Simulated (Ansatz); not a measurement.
**C₆H₆O₂: how energies converge with the basis set**

One table from this session's results is given with a row withheld; the runs are named, their logs left out.

Computed with Ansatz 0.2.0, Gaussian basis. Level: one geometry, several basis sets.

The runs, in order: PBE0-D4/def2-SVP; ωB97M-V/def2-SVP; PBE0-D4/def2-QZVPP; ωB97M-V/def2-QZVPP; the functionals' def2-TZVPP values are taken from earlier runs.

### The geometry

The geometry comes from an earlier relaxation with PBE0-D4 in a triple-zeta def2 set; it is a stationary point, not always the lowest conformer.

SMILES `Oc1ccccc1O`, 14 atoms, charge 0, spin multiplicity 1.

Atoms are counted from 1 here; the program's logs count them from 0.

Bond lengths: O1–C2 1.366 Å, O1–H9 0.960 Å, C2–C3 1.382 Å, C2–C7 1.396 Å, C3–C4 1.389 Å, C3–H10 1.086 Å, C4–C5 1.385 Å, C4–H11 1.083 Å, C5–C6 1.388 Å, C5–H12 1.083 Å, C6–C7 1.383 Å, C6–H13 1.083 Å, C7–O8 1.352 Å, O8–H14 0.964 Å. Angles: C2–O1–H9 109.9°, O1–C2–C3 124.3°, O1–C2–C7 115.3°, C3–C2–C7 120.4°, C2–C3–C4 119.9°, C2–C3–H10 119.6°, C4–C3–H10 120.5°, C3–C4–C5 119.8°, C3–C4–H11 119.7°, C5–C4–H11 120.5°, C4–C5–C6 120.3°, C4–C5–H12 120.2°, C6–C5–H12 119.5°, C5–C6–C7 120.2°, C5–C6–H13 121.4°, C7–C6–H13 118.4°, C2–C7–C6 119.4°, C2–C7–O8 120.4° and more.

The first run:

File in.yaml:

```yaml
crystal:
  periodic: [false, false, false]
  atoms:
    - {symbol: O, position_ang: [0.552260, -1.260614, 1.876071]}
    - {symbol: C, position_ang: [0.340875, -0.482509, 0.773173]}
    - {symbol: C, position_ang: [1.310081, 0.297862, 0.172576]}
    - {symbol: C, position_ang: [0.994160, 1.055620, -0.948392]}
    - {symbol: C, position_ang: [-0.292627, 1.024559, -1.458838]}
    - {symbol: C, position_ang: [-1.266610, 0.240448, -0.855592]}
    - {symbol: C, position_ang: [-0.957631, -0.515777, 0.260728]}
    - {symbol: O, position_ang: [-1.905354, -1.279935, 0.849489]}
    - {symbol: H, position_ang: [1.464888, -1.178870, 2.162726]}
    - {symbol: H, position_ang: [2.315973, 0.313558, 0.582330]}
    - {symbol: H, position_ang: [1.756950, 1.666010, -1.415782]}
    - {symbol: H, position_ang: [-0.546157, 1.612737, -2.332485]}
    - {symbol: H, position_ang: [-2.278882, 0.203162, -1.240132]}
    - {symbol: H, position_ang: [-1.500823, -1.725448, 1.602930]}
basis:
  gaussian: {orbitals: def2-SVP}
hamiltonian: {xc: pbe0, dispersion: d4}
output: {orbitals: {seedname: orbitals}}
```

Launch:

```
$ ansatz run in.yaml --threads 2 --pin off --events-out ev --progress --plain --max-ram 22528MiB --backend cpu
```

Steps of the session up to this table: PBE0-D4 in def2-SVP; ωB97M-V in def2-SVP; PBE0-D4 in def2-QZVPP; ωB97M-V in def2-QZVPP.

One table of the session follows, with a row left open; its other results are not shown here.

It belongs to the step «Functionals by basis». 

```
functional       basis  HOMO (eV)  LUMO (eV)
   PBE0-D4    def2-SVP          ?          ?
   PBE0-D4  def2-TZVPP      -6.20      -0.05
   PBE0-D4  def2-QZVPP      -6.24      -0.13
   ωB97M-V    def2-SVP      -8.13       2.22
   ωB97M-V  def2-TZVPP      -8.27       1.94
   ωB97M-V  def2-QZVPP      -8.31       1.44
```

Estimate the missing values for PBE0-D4, def2-SVP.

As computed: HOMO (eV): -6.08; LUMO (eV): 0.14. In the column «HOMO (eV)» it is the highest.
